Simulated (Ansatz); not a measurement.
# ClFH2MoN2: shape, modes and thermochemistry

The task is to find a stationary geometry of ClFH2MoN2, check the end point by its vibrations and derive ideal-gas thermochemistry.

Program: Ansatz 0.2.0, Gaussian basis. Level of theory: RKS PBE0-D4/def2-TZVP. These are calculated values, not measurements.

The runs, in order: relaxation at PBE-D4/def2-SVP; relaxation at PBE0-D4/def2-TZVP; harmonic vibrations at the same level.

1 further run of the same task is left out (set aside as unsound or not needed).

**1. Where the work starts**

SMILES `[NH]=[Mo](=[NH])([F])[Cl]`, 7 atoms, charge 0, spin multiplicity 1.

Atoms are counted from 1 here; the program's logs count them from 0.

Bond lengths: N1–Mo2 1.877 Å, N1–H6 0.995 Å, Mo2–N3 1.878 Å, Mo2–F4 1.944 Å, Mo2–Cl5 2.410 Å, N3–H7 1.056 Å. Angles: Mo2–N1–H6 125.3°, N1–Mo2–N3 107.8°, N1–Mo2–F4 111.8°, N1–Mo2–Cl5 111.1°, N3–Mo2–F4 107.8°, N3–Mo2–Cl5 109.6°, F4–Mo2–Cl5 108.7°, Mo2–N3–H7 122.6°.

Geometry (Å):

```xyz
7

N    -1.2270    0.4812    0.9210
Mo   -0.1534    0.0193   -0.5479
N     1.4187   -0.7644    0.1153
F    -1.0265   -1.2807   -1.6990
Cl    0.4042    1.9620   -1.8604
H    -0.9717    0.3710    1.8764
H     1.6169   -0.8564    1.1489
```

The start is a force-field geometry with small random shifts, so a cheaper pass at PBE-D4/def2-SVP comes first. Mo takes the def2 core potential; no spin-orbit term is included.

**2. Optimising with PBE-D4/def2-SVP (cheap first pass)**

in.yaml

```yaml
crystal:
  periodic: [false, false, false]
  atoms:
    - {symbol: N, position_ang: [-1.227000, 0.481200, 0.921000]}
    - {symbol: Mo, position_ang: [-0.153400, 0.019300, -0.547900]}
    - {symbol: N, position_ang: [1.418700, -0.764400, 0.115300]}
    - {symbol: F, position_ang: [-1.026500, -1.280700, -1.699000]}
    - {symbol: Cl, position_ang: [0.404200, 1.962000, -1.860400]}
    - {symbol: H, position_ang: [-0.971700, 0.371000, 1.876400]}
    - {symbol: H, position_ang: [1.616900, -0.856400, 1.148900]}
basis:
  gaussian: {orbitals: def2-SVP}
hamiltonian: {xc: pbe, dispersion: d4}
relax: {f_tol: 0.03, max_steps: 200}
```

Log (excerpt; [...] marks lines left out):

```text
Functional definition: PBE
  name "PBE"
  cite "Perdew, Burke & Ernzerhof, Phys. Rev. Lett. 77, 3865 (1996) doi:10.1103/PhysRevLett.77.3865"
  parent pbe
[...]
1106 factors; their error is unknown
[...]
mean field -20092.24478193 eV, -738.3763767233 hartree, gradient 5.1e-5 eV, S^2 0.000000; 0 other end points of the search recorded, 0 dependent functions left out
[...]
reference -20092.24485162 eV, -738.3763792845 hartree; 28, 28 occupied and 73, 73 virtual orbitals, 1106 factors
relax step   1: F+E_penalty+E_count = -20092.43991760 eV  Δ(F+E_penalty+E_count) = +0.000e0 eV  max|allowed force component| = 5.234e0 eV/Å  Δτ_max = 0.0000 Å  (33 SCF iters, accepted)
[...]
relax step   3: F+E_penalty+E_count = -20093.51684681 eV  Δ(F+E_penalty+E_count) = -1.267e-1 eV  max|allowed force component| = 8.668e-1 eV/Å  Δτ_max = 0.0971 Å  (34 SCF iters, accepted)
[...]
relax step   5: F+E_penalty+E_count = -20093.62398175 eV  Δ(F+E_penalty+E_count) = -3.669e-2 eV  max|allowed force component| = 7.327e-1 eV/Å  Δτ_max = 0.1999 Å  (40 SCF iters, accepted)
[...]
relax step   7: F+E_penalty+E_count = -20093.67242772 eV  Δ(F+E_penalty+E_count) = -3.068e-3 eV  max|allowed force component| = 6.700e-2 eV/Å  Δτ_max = 0.0434 Å  (32 SCF iters, accepted)
[...]
relax step   8: F+E_penalty+E_count = -20093.67492361 eV  Δ(F+E_penalty+E_count) = -2.496e-3 eV  max|allowed force component| = 1.559e-1 eV/Å  Δτ_max = 0.0441 Å  (32 SCF iters, accepted)
[...]
relax step   9: F+E_penalty+E_count = -20093.67582150 eV  Δ(F+E_penalty+E_count) = -8.979e-4 eV  max|allowed force component| = 2.238e-2 eV/Å  Δτ_max = 0.0118 Å  (34 SCF iters, accepted)
1106 factors; their error is unknown
[...]
mean field -20093.46608846 eV, -738.4212589103 hartree, gradient 1.8e-5 eV, S^2 0.000000; 1 other end points of the search recorded, 0 dependent functions left out
[...]
reference -20093.46615789 eV, -738.4212614619 hartree; 28, 28 occupied and 73, 73 virtual orbitals, 1106 factors
Total energy: -20093.67589094 eV, -738.4289690092 hartree
Atom 0 at    -1.149184     0.448653     0.814639 Å, force    -0.009221    -0.000731    -0.020739 eV/Å
Atom 1 at    -0.133967    -0.008318    -0.513337 Å, force     0.006931     0.000908     0.020423 eV/Å
Atom 2 at     1.324021    -0.703972     0.114074 Å, force    -0.006142    -0.001032    -0.022380 eV/Å
Atom 3 at    -1.024572    -1.312369    -1.512367 Å, force    -0.003047    -0.005541    -0.001410 eV/Å
Atom 4 at     0.447750     1.914699    -1.623820 Å, force     0.002254     0.006460    -0.002548 eV/Å
Atom 5 at    -1.370190     0.573979     1.809780 Å, force     0.004268     0.000528     0.012888 eV/Å
Atom 6 at     1.967341    -0.980672     0.865332 Å, force     0.004957    -0.000593     0.013766 eV/Å
Dipole moment:     0.144990    -0.071668     0.632630 e Å
```

Wall time 13 s (4 threads, shared host).

Step by step:

```
step  energy from step 1 (eV)  largest force component (eV/Å)
   1                   0.0000                          5.2340
   2                  -0.9502                          1.1000
   3                  -1.0769                          0.8668
   4                  -1.1474                          1.3080
   5                  -1.1841                          0.7327
   6                  -1.2294                          0.2649
   7                  -1.2325                          0.0670
   8                  -1.2350                          0.1559
   9                  -1.2359                          0.0224
```

Distances of close pairs at the start and the end, largest changes first:

```
   bond  before (Å)  after (Å)  change (Å)
 Mo2–N3       1.878      1.733      -0.145
 N1–Mo2       1.877      1.733      -0.144
Mo2–Cl5       2.410      2.296      -0.114
 Mo2–F4       1.944      1.869      -0.075
  N1–H6       0.995      1.027      +0.032
  N3–H7       1.056      1.027      -0.029
```

**3. Optimising with PBE0-D4/def2-TZVP**

in.yaml

```yaml
crystal:
  periodic: [false, false, false]
  atoms:
    - {symbol: N, position_ang: [-1.149184, 0.448653, 0.814639]}
    - {symbol: Mo, position_ang: [-0.133967, -0.008318, -0.513337]}
    - {symbol: N, position_ang: [1.324021, -0.703972, 0.114074]}
    - {symbol: F, position_ang: [-1.024572, -1.312369, -1.512367]}
    - {symbol: Cl, position_ang: [0.447750, 1.914699, -1.623820]}
    - {symbol: H, position_ang: [-1.370190, 0.573979, 1.809780]}
    - {symbol: H, position_ang: [1.967341, -0.980672, 0.865332]}
basis:
  gaussian: {orbitals: def2-TZVP}
hamiltonian: {xc: pbe0, dispersion: d4}
relax: {f_tol: 0.005, max_steps: 150}
```

Log:

```text
Functional definition: PBE0
  name "PBE0"
  cite "Adamo & Barone, J. Chem. Phys. 110, 6158 (1999) doi:10.1063/1.478522"
  cite "Perdew, Burke & Ernzerhof, Phys. Rev. Lett. 77, 3865 (1996) doi:10.1103/PhysRevLett.77.3865"
  parent pbe
  parameter a = 0.25
  parameter kappa = 0.804
  parameter beta = 0.06672455060314922
  exchange = (1 - a)*pbe_x(kappa = kappa, mu = beta*pi^2/3) + a*exact_x
  correlation = pbe_c(beta = beta)
1200 factors; their error is unknown
mean field evaluation 1: about -20084.8946 eV, gradient 1.0e2 eV
mean field evaluation 2: about -19899.6465 eV, gradient 3.1e2 eV
mean field evaluation 4: about -20102.5371 eV, gradient 2.8e1 eV
mean field evaluation 8: about -20103.9657 eV, gradient 4.2e-1 eV
mean field evaluation 16: about -20104.0889 eV, gradient 3.0e-3 eV
mean field -20104.08887933 eV, -738.8116392743 hartree, gradient 5.7e-5 eV, S^2 0.000000; 0 other end points of the search recorded, 0 dependent functions left out
the calculation of the forces begins
reference -20104.08892430 eV, -738.8116409270 hartree; 28, 28 occupied and 154, 154 virtual orbitals, 1200 factors
relax step   1: F+E_penalty+E_count = -20104.26741367 eV  Δ(F+E_penalty+E_count) = +0.000e0 eV  max|allowed force component| = 9.819e-1 eV/Å  Δτ_max = 0.0000 Å  (35 SCF iters, accepted)
these checks for a lower state are left out or cut short: starts, cluster_reference, orbital_swaps, neighbouring_geometries, increment
1200 factors; their error is unknown
mean field -20104.12938573 eV, -738.8131278573 hartree, gradient 1.5e-5 eV, S^2 0.000000; 0 other end points of the search recorded, 0 dependent functions left out
the calculation of the forces begins
reference -20104.12943069 eV, -738.8131295094 hartree; 28, 28 occupied and 154, 154 virtual orbitals, 1200 factors
relax step   2: F+E_penalty+E_count = -20104.31043840 eV  Δ(F+E_penalty+E_count) = -4.302e-2 eV  max|allowed force component| = 2.025e-1 eV/Å  Δτ_max = 0.0407 Å  (36 SCF iters, accepted)
these checks for a lower state are left out or cut short: starts, cluster_reference, orbital_swaps, neighbouring_geometries, increment
1200 factors; their error is unknown
mean field evaluation 32: about -20104.1311 eV, gradient 1.2e-4 eV
mean field -20104.13110354 eV, -738.8131909855 hartree, gradient 1.8e-5 eV, S^2 0.000000; 0 other end points of the search recorded, 0 dependent functions left out
the calculation of the forces begins
reference -20104.13114841 eV, -738.8131926346 hartree; 28, 28 occupied and 154, 154 virtual orbitals, 1200 factors
relax step   3: F+E_penalty+E_count = -20104.31208797 eV  Δ(F+E_penalty+E_count) = -1.650e-3 eV  max|allowed force component| = 2.826e-2 eV/Å  Δτ_max = 0.0136 Å  (36 SCF iters, accepted)
these checks for a lower state are left out or cut short: starts, cluster_reference, orbital_swaps, neighbouring_geometries, increment
1200 factors; their error is unknown
mean field -20104.13124707 eV, -738.8131962601 hartree, gradient 1.7e-5 eV, S^2 0.000000; 0 other end points of the search recorded, 0 dependent functions left out
the calculation of the forces begins
reference -20104.13129193 eV, -738.8131979087 hartree; 28, 28 occupied and 154, 154 virtual orbitals, 1200 factors
relax step   4: F+E_penalty+E_count = -20104.31223683 eV  Δ(F+E_penalty+E_count) = -1.489e-4 eV  max|allowed force component| = 2.640e-2 eV/Å  Δτ_max = 0.0038 Å  (39 SCF iters, accepted)
these checks for a lower state are left out or cut short: starts, cluster_reference, orbital_swaps, neighbouring_geometries, increment
1200 factors; their error is unknown
mean field -20104.13141341 eV, -738.8132023730 hartree, gradient 1.7e-5 eV, S^2 0.000000; 0 other end points of the search recorded, 0 dependent functions left out
the calculation of the forces begins
reference -20104.13145824 eV, -738.8132040207 hartree; 28, 28 occupied and 154, 154 virtual orbitals, 1200 factors
relax step   5: F+E_penalty+E_count = -20104.31239847 eV  Δ(F+E_penalty+E_count) = -1.616e-4 eV  max|allowed force component| = 2.156e-2 eV/Å  Δτ_max = 0.0081 Å  (39 SCF iters, accepted)
these checks for a lower state are left out or cut short: starts, cluster_reference, orbital_swaps, neighbouring_geometries, increment
1200 factors; their error is unknown
mean field -20104.13146292 eV, -738.8132041926 hartree, gradient 1.7e-5 eV, S^2 0.000000; 0 other end points of the search recorded, 0 dependent functions left out
the calculation of the forces begins
reference -20104.13150775 eV, -738.8132058400 hartree; 28, 28 occupied and 154, 154 virtual orbitals, 1200 factors
relax step   6: F+E_penalty+E_count = -20104.31244962 eV  Δ(F+E_penalty+E_count) = -5.115e-5 eV  max|allowed force component| = 3.938e-3 eV/Å  Δτ_max = 0.0039 Å  (39 SCF iters, accepted)
1200 factors; their error is unknown
mean field evaluation 64: about -20085.4116 eV, gradient 1.0e2 eV
mean field -20104.13146292 eV, -738.8132041926 hartree, gradient 1.8e-5 eV, S^2 0.000000; 1 other end points of the search recorded, 0 dependent functions left out
the calculation of the forces begins
reference -20104.13150775 eV, -738.8132058400 hartree; 28, 28 occupied and 154, 154 virtual orbitals, 1200 factors
Total energy: -20104.31249445 eV, -738.8198569786 hartree
Atom 0 at    -1.135549     0.439782     0.806495 Å, force    -0.002143     0.001335     0.002977 eV/Å
Atom 1 at    -0.133766    -0.011451    -0.507344 Å, force    -0.001948    -0.002315    -0.003938 eV/Å
Atom 2 at     1.306551    -0.698097     0.115133 Å, force     0.003032    -0.001046     0.001682 eV/Å
Atom 3 at    -1.016828    -1.293110    -1.517211 Å, force     0.001427     0.002823     0.000351 eV/Å
Atom 4 at     0.438687     1.887638    -1.610777 Å, force    -0.000494    -0.001112     0.000001 eV/Å
Atom 5 at    -1.322979     0.560323     1.793612 Å, force     0.000846    -0.000207    -0.000679 eV/Å
Atom 6 at     1.925081    -0.953085     0.874393 Å, force    -0.000720     0.000521    -0.000393 eV/Å
Dipole moment:     0.164396    -0.053972     0.670548 e Å
```

Wall time 22 s (4 threads, shared host); peak memory 0.45 GiB.

The steps of the relaxation:

```
step  energy from step 1 (eV)  largest force component (eV/Å)
   1                   0.0000                          0.9819
   2                  -0.0430                          0.2025
   3                  -0.0447                          0.0283
   4                  -0.0448                          0.0264
   5                  -0.0450                          0.0216
   6                  -0.0450                          0.0039
```

Distances of close pairs at the start and the end, largest changes first:

```
   bond  before (Å)  after (Å)  change (Å)
Mo2–Cl5       2.296      2.270      -0.026
 Mo2–N3       1.733      1.713      -0.020
 N1–Mo2       1.733      1.713      -0.020
  N1–H6       1.027      1.012      -0.015
  N3–H7       1.027      1.012      -0.015
 Mo2–F4       1.869      1.855      -0.013
```

Mulliken charges at the end point, from the run's report:

```
atom  value (e)
  N1      -0.64
 Mo2       1.62
  N3      -0.64
  F4      -0.47
 Cl5      -0.38
  H6       0.25
  H7       0.25
```

**4. Force constants and modes**

in.yaml

```yaml
crystal:
  periodic: [false, false, false]
  atoms:
    - {symbol: N, position_ang: [-1.135549, 0.439782, 0.806495]}
    - {symbol: Mo, position_ang: [-0.133766, -0.011451, -0.507344]}
    - {symbol: N, position_ang: [1.306551, -0.698097, 0.115133]}
    - {symbol: F, position_ang: [-1.016828, -1.293110, -1.517211]}
    - {symbol: Cl, position_ang: [0.438687, 1.887638, -1.610777]}
    - {symbol: H, position_ang: [-1.322979, 0.560323, 1.793612]}
    - {symbol: H, position_ang: [1.925081, -0.953085, 0.874393]}
basis:
  gaussian: {orbitals: def2-TZVP}
hamiltonian: {xc: pbe0, dispersion: d4}
phonons: {temperatures: {t_min: 298.15, t_max: 900, t_step: 200}}
```

Log (excerpt; [...] marks lines left out):

```text
Functional definition: PBE0
  name "PBE0"
  cite "Adamo & Barone, J. Chem. Phys. 110, 6158 (1999) doi:10.1063/1.478522"
  cite "Perdew, Burke & Ernzerhof, Phys. Rev. Lett. 77, 3865 (1996) doi:10.1103/PhysRevLett.77.3865"
  parent pbe
[...]
1200 factors; their error is unknown
[...]
mean field -20104.13146576 eV, -738.8132042968 hartree, gradient 6.8e-5 eV, S^2 0.000000; 0 other end points of the search recorded, 0 dependent functions left out
[...]
reference -20104.13151058 eV, -738.8132059440 hartree; 28, 28 occupied and 154, 154 virtual orbitals, 1200 factors
[...]
1200 factors; their error is unknown
mean field -20104.13135551 eV, -738.8132002452 hartree, gradient 2.4e-6 eV, S^2 0.000000; 0 other end points of the search recorded, 0 dependent functions left out
[...]
reference -20104.13140033 eV, -738.8132018924 hartree; 28, 28 occupied and 154, 154 virtual orbitals, 1200 factors
[...]
Total energy: -20104.31249725 eV, -738.8198570815 hartree
Atom 0 at    -1.135549     0.439782     0.806495 Å, force    -0.002113     0.001335     0.002915 eV/Å
Atom 1 at    -0.133766    -0.011451    -0.507344 Å, force    -0.001955    -0.002371    -0.003861 eV/Å
Atom 2 at     1.306551    -0.698097     0.115133 Å, force     0.003006    -0.001015     0.001659 eV/Å
Atom 3 at    -1.016828    -1.293110    -1.517211 Å, force     0.001428     0.002828     0.000352 eV/Å
Atom 4 at     0.438687     1.887638    -1.610777 Å, force    -0.000484    -0.001091    -0.000002 eV/Å
Atom 5 at    -1.322979     0.560323     1.793612 Å, force     0.000843    -0.000206    -0.000664 eV/Å
Atom 6 at     1.925081    -0.953085     0.874393 Å, force    -0.000725     0.000521    -0.000399 eV/Å
Dipole moment:     0.164396    -0.053971     0.670548 e Å
Vibrations: 145.54 197.47 234.48 256.82 309.16 379.30 421.54 582.78 606.01 702.67 745.02 1013.97 1052.81 3606.07 3609.94 cm⁻¹, zero-point energy 0.859431 eV
```

Wall time 1.7 min (4 threads, shared host); peak memory 0.45 GiB.

Motions are named by where the mode's potential energy lies. Wavenumbers, unscaled:

```
mode  cm⁻¹             motion
   1   146  bend with torsion
   2   197               bend
   3   234  torsion with bend
   4   257               bend
   5   309               bend
   6   379               bend
   7   422      Mo–Cl stretch
   8   583            torsion
   9   606            torsion
  10   703       Mo–F stretch
  11   745               bend
  12  1014       Mo–N stretch
  13  1053       Mo–N stretch
  14  3606        N–H stretch
  15  3610        N–H stretch
```

From these modes and the moments of inertia (298.15 K, 1 bar, symmetry number 1):

```
                term            value
   zero-point energy    19.8 kcal/mol
          H(298) − E    24.6 kcal/mol
entropy, translation  173.6 J/(mol K)
   entropy, rotation  115.3 J/(mol K)
  entropy, vibration   55.9 J/(mol K)
      entropy, total  344.8 J/(mol K)
```

**5. Summary of results**

```
                  quantity            value
               point group               Cs
                     steps            9 + 6
shift from the start (rms)          0.265 Å
              total energy   -20104.3125 eV
           dispersion term         -181 meV
             dipole moment           3.33 D
lowest, highest wavenumber   146, 3610 cm⁻¹
         zero-point energy    19.8 kcal/mol
       entropy at 298.15 K  344.8 J/(mol K)
```

What this shows: The relaxed geometry lies 0.26 Å (rms) from the start; the bond that changed most is Mo2–N3, from 1.878 to 1.713 Å. All wavenumbers are real, so the end point is a minimum. The stiffest mode, 3610 cm⁻¹, is an N–H stretch, and 2 modes under 200 cm⁻¹ make the vibrational entropy uncertain. Harmonic hybrid wavenumbers usually lie a few per cent above measured fundamentals. The largest Mulliken charge, +1.62 e, sits on Mo2.
